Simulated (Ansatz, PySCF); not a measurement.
# BiF3 in two programs

BiF3 (singlet), relaxed with PySCF 2.14.0, RKS r2SCAN, Bi def2-SVP with ECP60, F def2-SVP; non-relativistic Hamiltonian with scalar-relativistic core potentials where named; density fitting; no spin-orbit coupling:

```xyz
4

Bi    0.0000    0.0000    0.6008
F     1.7414    0.0000   -0.4275
F    -0.8707    1.5081   -0.4275
F    -0.8707   -1.5081   -0.4275
```

There the HOMO–LUMO gap is 6.47 eV. 

The same geometry by Ansatz 0.2.0 (PBE, PAW, a periodic box with 9 Å of vacuum):

| spin-orbit coupling | gap (eV) | largest force component (eV/Å) |
| --- | --- | --- |
| without | 6.04 | 0.05 |

Question: What does the run with spin-orbit coupling give?

Answer: gap (eV): 5.20, largest force component (eV/Å): 0.05. It took 14 s on 2 threads of Arm Neoverse V1 (shared host), peak memory 1.7 GiB.

The spin-orbit runs use fully relativistic datasets of their own, so changes of a few hundredths of an eV needn't come from the coupling.

No frequency check is given that shows the relaxed geometry to be a minimum.

The two programs differ in functional, so their gaps don't test each other.
